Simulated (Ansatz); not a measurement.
# ZrH₂ (singlet): the correlation ladder, def2-SVP

An exercise on one series of results from a longer session: the logs are not shown, and one member is left open.

Program: Ansatz 0.2.0, Gaussian basis. Level of theory: def2-SVP, core rule «outside noble gas», up to 4 orbitals frozen. These are calculated values, not measurements.

Plan: UHF; CCSD(T) on RHF; CCSD(T) on UHF; CISD; CCSDT(Q) on RHF; CCSDT(Q) on UHF; Full CI.

17 further runs of the same task are left out: 6 for a known fault of the program, 3 that didn't finish, 8 set aside as unsound or not needed.

## The system

The geometry is a PBE0/def2-TZVP stationary point (not a proven minimum). No spin-orbit coupling is included. Elements past krypton take def2 core potentials.

3 atoms, charge 0, spin multiplicity 1.

Atoms are counted from 1 here; the program's logs count them from 0.

Bond lengths: Zr1–H2 1.929 Å, Zr1–H3 1.929 Å. Angles: H2–Zr1–H3 180.0°.

Set-up of the first run:

in.yaml

```yaml
crystal:
  periodic: [false, false, false]
  atoms:
    - {symbol: Zr, position_ang: [0.000000, 0.000000, 0.000000]}
    - {symbol: H, position_ang: [0.000000, 0.000000, -1.928800]}
    - {symbol: H, position_ang: [0.000000, 0.000000, 1.928800]}
basis:
  gaussian: {orbitals: def2-SVP}
magnetization: {spin_polarized: true, initial_magnetization: 0}
hamiltonian: {xc: hf}
output: {orbitals: {seedname: orbitals}}
```

On the command line:

```
$ ansatz run in.yaml --threads 1 --pin off --events-out ev --progress --plain --max-ram 2393MiB
```

Steps of the session up to this table: UHF; CCSD(T) on RHF; CCSD(T) on UHF; CISD; CCSDT(Q) on RHF; CCSDT(Q) on UHF; Full CI.

One table of the session follows, with a row left open; its other results are not shown here.

| method | from FCI (kcal/mol) |
| --- | --- |
| RHF | +71.37 |
| RMP2 | +24.60 |
| CISD | +10.35 |
| RCCSD | +4.28 |
| RCCSD(T) | +1.33 |
| RCCSDT | +0.14 |
| RCCSDT(Q) | ? |
| FCI | 0 |

Q: Estimate the row for RCCSDT(Q) from the others.

As computed: from FCI (kcal/mol): -0.02. In the column «from FCI (kcal/mol)» it is the lowest.

Left out of the table: UHF, UMP2, UCCSD, UCCSD(T), UCCSDT, UCCSDT(Q) (another determinant or state than the rows shown).
